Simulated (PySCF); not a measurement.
# [TaBr6]−: other functionals and bases at one geometry

How far do other levels of theory move the description of [TaBr6]−, and what does each cost? It is a constructed species; whether it can be made isn't addressed.

Computed with PySCF 2.14.0. Level: several levels, as the steps say, no spin–orbit coupling.

5 further runs of the same task are left out: 2 for a known fault of the program, 3 that didn't finish.

### Step 1. Where the work starts

7 atoms, charge -1, spin multiplicity 1.

Bond lengths: Ta1–Br2 2.561 Å, Ta1–Br3 2.561 Å, Ta1–Br4 2.561 Å, Ta1–Br5 2.561 Å, Ta1–Br6 2.561 Å, Ta1–Br7 2.561 Å. Angles: Br2–Ta1–Br3 180.0°, Br2–Ta1–Br4 90.0°, Br2–Ta1–Br5 90.0°, Br2–Ta1–Br6 90.0°, Br2–Ta1–Br7 90.0°, Br3–Ta1–Br4 90.0°, Br3–Ta1–Br5 90.0°, Br3–Ta1–Br6 90.0°, Br3–Ta1–Br7 90.0°, Br4–Ta1–Br5 90.0°, Br4–Ta1–Br6 180.0°, Br4–Ta1–Br7 90.0°, Br5–Ta1–Br6 90.0°, Br5–Ta1–Br7 180.0°, Br6–Ta1–Br7 90.0°.

Coordinates:

```xyz
7
Br6Ta
Ta    0.0000    0.0000    0.0000
Br    0.0000    0.0000    2.5609
Br    0.0000    0.0000   -2.5609
Br    2.5609    0.0000    0.0000
Br    0.0000    2.5609    0.0000
Br   -2.5609    0.0000    0.0000
Br    0.0000   -2.5609    0.0000
```

Formal oxidation states: Ta +5. An earlier session relaxed this geometry at BP86, Ta def2-SVP with ECP60, Br def2-SVP (singlet, point group Oh).

At BP86 on the finer grid: E = -15502.277270 Eh, HOMO -2.80 eV, LUMO -0.46 eV, Mulliken charge on Ta1 +0.46 e, largest force component 0.003 eV/Å. 

Levels to run: r2SCAN; M06-L; PBE; wB97X; BP86, TZVP. Hardware: 4 threads of Arm Neoverse V2, shared host.

### Step 2. r2SCAN

The input, run.py (the lines that set the calculation):

```python
mol = gto.M(atom='''
Ta     0.00000     0.00000     0.00000
Br     0.00000     0.00000     2.56088
Br     0.00000     0.00000    -2.56088
Br     2.56088     0.00000     0.00000
Br     0.00000     2.56088     0.00000
Br    -2.56088     0.00000     0.00000
Br     0.00000    -2.56088     0.00000''',
    basis={'Ta': 'def2-SVP', 'Br': 'def2-SVP'},
    ecp={'Ta': 'def2-SVP'},
    charge=-1, spin=0)
mf = dft.RKS(mol, xc='R2SCAN')
mf.grids.atom_grid = (75, 302)
mf = mf.density_fit()  # fitting sets: Ta def2-universal-JKFIT, Br def2-universal-JKFIT
mf.conv_tol = 1e-08; mf.max_cycle = 55
mf.kernel(dm0)  # dm0: the density of the relaxed state
```

Run with:

```console
$ OMP_NUM_THREADS=4 python run.py
```

### Step 3. M06-L

run.py (the lines that set the calculation): that of step 2 with these lines changed.

```diff
@@ -11,3 +11,3 @@
     charge=-1, spin=0)
-mf = dft.RKS(mol, xc='R2SCAN')
+mf = dft.RKS(mol, xc='M06L')
 mf.grids.atom_grid = (75, 302)
```

### Step 4. PBE

run.py (the lines that set the calculation): that of step 3 with these lines changed.

```diff
@@ -11,3 +11,3 @@
     charge=-1, spin=0)
-mf = dft.RKS(mol, xc='M06L')
+mf = dft.RKS(mol, xc='PBE')
 mf.grids.atom_grid = (75, 302)
```

### Step 5. wB97X

run.py (the lines that set the calculation): that of step 4 with these lines changed.

```diff
@@ -11,3 +11,3 @@
     charge=-1, spin=0)
-mf = dft.RKS(mol, xc='PBE')
+mf = dft.RKS(mol, xc='WB97X')
 mf.grids.atom_grid = (75, 302)
```

### Step 6. BP86, TZVP

Basis: Ta def2-TZVP with ECP60, Br def2-TZVP. 

run.py (the lines that set the calculation): that of step 5 with these lines changed.

```diff
@@ -8,6 +8,6 @@
 Br     0.00000    -2.56088     0.00000''',
-    basis={'Ta': 'def2-SVP', 'Br': 'def2-SVP'},
-    ecp={'Ta': 'def2-SVP'},
+    basis={'Ta': 'def2-TZVP', 'Br': 'def2-TZVP'},
+    ecp={'Ta': 'def2-TZVP'},
     charge=-1, spin=0)
-mf = dft.RKS(mol, xc='WB97X')
+mf = dft.RKS(mol, xc='B88,P86')
 mf.grids.atom_grid = (75, 302)
@@ -15,2 +15,2 @@
 mf.conv_tol = 1e-08; mf.max_cycle = 55
-mf.kernel(dm0)  # dm0: the density of the relaxed state
+mf.kernel(dm0)  # dm0: free metal ions and neutral atoms
```

Before running it: what results should come out? Wanted: for each run, HOMO; gap; charge on Ta1; dipole; largest force component.

As calculated:

| level | state | HOMO (eV) | gap (eV) | charge on Ta1 (e) | dipole (D) | largest force component (eV/Å) | basis functions | time |
| --- | --- | --- | --- | --- | --- | --- | --- | --- |
| BP86 (relaxed here) | singlet | -2.80 | 2.34 | 0.46 | 0.00 | 0.00 | 224 | 34 s |
| r2SCAN | singlet | -3.12 | 2.64 | 0.84 | 0.00 | 0.18 | 224 | 20 s |
| M06-L | singlet | -3.03 | 2.61 | 1.34 | 0.00 | 0.01 | 224 | 21 s |
| PBE | singlet | -2.68 | 2.36 | 0.45 | 0.01 | 0.06 | 224 | 14 s |
| wB97X | singlet | -6.24 | 8.11 | 0.91 | 0.00 | 0.37 | 224 | 54 s |
| BP86, TZVP | singlet | -3.02 | 2.34 | 0.93 | 0.00 | 0.05 | 328 | 34 s |

Times are on 4 threads of Arm Neoverse V2, shared host; the first row also made further properties. The dipole of a charged species depends on the origin, so these sizes hold for this origin alone.

In one basis the HOMO–LUMO gap runs from 2.34 eV (BP86) to 8.11 eV (wB97X). The largest leftover force, 0.37 eV/Å with wB97X, stands at a geometry relaxed at another level. The Mulliken charge on Ta spans +0.45 to +1.34 e over the levels. Total energies of different levels can't be compared. Spin–orbit coupling is left out throughout.
